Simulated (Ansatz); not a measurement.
**InNH2F2 (SMILES [NH2][In]([F])[F]): B3LYP/def2-SVPD (core potential)**

What is the electronic atomisation energy of InNH2F2 at B3LYP/def2-SVPD (core potential)? 

The results are computed with Ansatz 0.2.0.

31 further runs of the same task are left out: 31 set aside as unsound or not needed.

## (1) The system as given

InNH2F2 has 6 atoms, charge 0, and is taken as a singlet. As SMILES, `[NH2][In]([F])[F]`. Geometry: relaxed at PBE0-D4/def2-TZVP.

Bond lengths: N1–In2 1.998 Å, In2–F3 1.935 Å, In2–F4 1.935 Å, N1–H5 1.011 Å, N1–H6 1.011 Å. Angles: N1–In2–F3 124.1°, N1–In2–F4 124.1°, F3–In2–F4 111.4°, In2–N1–H5 114.2°, In2–N1–H6 114.2°, H5–N1–H6 109.1°.

## (2) A single-point energy at B3LYP/def2-SVPD (core potential)

in.yaml

```yaml
crystal:
  periodic: [false, false, false]
  atoms:
    - {symbol: N, position_ang: [-0.259900, 1.155100, -0.280600]}
    - {symbol: In, position_ang: [0.271400, -0.745700, 0.029100]}
    - {symbol: F, position_ang: [1.862900, -1.284900, 0.989000]}
    - {symbol: F, position_ang: [-0.617400, -2.265700, -0.773500]}
    - {symbol: H, position_ang: [0.031700, 1.791300, 0.449400]}
    - {symbol: H, position_ang: [-1.246600, 1.285900, -0.459500]}
basis:
  gaussian:
    orbitals: def2-SVPD
hamiltonian:
  xc: {name: B3LYP}
accuracy: high
output: {orbitals: {seedname: orbitals}}
```

Launch:

```
$ ansatz run in.yaml --threads 1 --pin off --max-ram 3480MiB --events-out events.jsonl --progress --plain --runs-dir runs
```

The program printed:

```text
Warning: RAYON_NUM_THREADS=1 ignored (pool sized by the plan → 1); use --threads N
Functional definition: B3LYP
  name "B3LYP"
  parameter a0 = 0.2
  parameter ax = 0.72
  parameter ac = 0.81
  exchange = (1 - a0 - ax)*slater_x + ax*b88_x + a0*exact_x
  correlation = (1 - ac)*vwn_rpa_c + ac*lyp_c
2460 factors; integrals over basis functions are off by at most 3.6e-9 eV
mean field evaluation 1: about -12116.6701 eV, gradient 8.0e1 eV
mean field evaluation 2: about -12076.0571 eV, gradient 1.6e2 eV
mean field evaluation 4: about -12128.4180 eV, gradient 8.9e0 eV
mean field evaluation 8: about -12128.6538 eV, gradient 5.6e-1 eV
mean field evaluation 16: about -12128.6544 eV, gradient 1.0e-4 eV
mean field -12128.65438178 eV, -445.7198274332 hartree, gradient 2.1e-8 eV, S^2 0.000000; 0 other end points of the search recorded, 0 dependent functions left out
reference -12128.65442384 eV, -445.7198289787 hartree; 24, 24 occupied and 90, 90 virtual orbitals, 2460 factors
Total energy: -12128.65442384 eV, -445.7198289787 hartree
```

It took 12 s on 1 thread of Arm Neoverse V1, shared host; peak memory 0.43 GiB.

## (3) The F atom at the same level

molecule.yaml

```yaml
crystal:
  periodic: [false, false, false]
  atoms:
    - symbol: F
      position_ang: [0.000000, 0.000000, 0.000000]
basis:
  gaussian: {orbitals: def2-SVPD}
magnetization: {spin_polarized: true, initial_magnetization: 1}
hamiltonian: {xc: {name: B3LYP}}
accuracy: high
```

Run the same way, it converges to -99.65309 Eh (log not shown).

## (4) The H atom, same level

run.yaml

```yaml
crystal:
  periodic: [false, false, false]
  atoms:
    - symbol: H
      position_ang: [0.000000, 0.000000, 0.000000]
basis:
  gaussian:
    orbitals: def2-SVPD
magnetization:
  spin_polarized: true
  initial_magnetization: 1
hamiltonian:
  xc: {name: B3LYP}
accuracy: high
```

Run the same way, it converges to -0.50126 Eh (log not shown).

## (5) The In atom, same level

molecule.yaml

```yaml
basis:
  gaussian:
    orbitals: def2-SVPD
crystal:
  periodic: [false, false, false]
  atoms:
    - {symbol: In, position_ang: [0.000000, 0.000000, 0.000000]}
magnetization:
  spin_polarized: true
  initial_magnetization: 1
hamiltonian:
  xc: {name: B3LYP}
accuracy: high
```

Run the same way, it converges to -190.18187 Eh (log not shown).

## (6) The N atom, same level

input.yaml

```yaml
crystal:
  periodic: [false, false, false]
  atoms:
    - {symbol: "N", position_ang: [0.000000, 0.000000, 0.000000]}
basis:
  gaussian:
    orbitals: def2-SVPD
magnetization:
  spin_polarized: true
  initial_magnetization: 3
hamiltonian:
  xc: {name: B3LYP}
accuracy: high
```

Run the same way, it converges to -54.53889 Eh (log not shown).

## (7) Summary of results

Level: B3LYP/def2-SVPD (core potential).

| quantity | value |
| --- | --- |
| molecule: total energy | -445.71983 Eh |
| molecule: HOMO energy | -8.32 eV |
| molecule: LUMO energy | -2.77 eV |
| molecule: HOMO–LUMO gap | 5.55 eV |
| F atom: total energy | -99.65309 Eh |
| F atom: ⟨S²⟩ | 0.752 |
| H atom: total energy | -0.50126 Eh |
| H atom: ⟨S²⟩ | 0.750 |
| In atom: total energy | -190.18187 Eh |
| In atom: ⟨S²⟩ | 0.752 |
| N atom: total energy | -54.53889 Eh |
| N atom: ⟨S²⟩ | 3.754 |
| electronic atomisation energy | 18.786 eV |

**Reading.** Taking the molecule apart into free atoms costs 18.79 eV (1813 kJ/mol), before zero-point energy and without spin-orbit coupling.
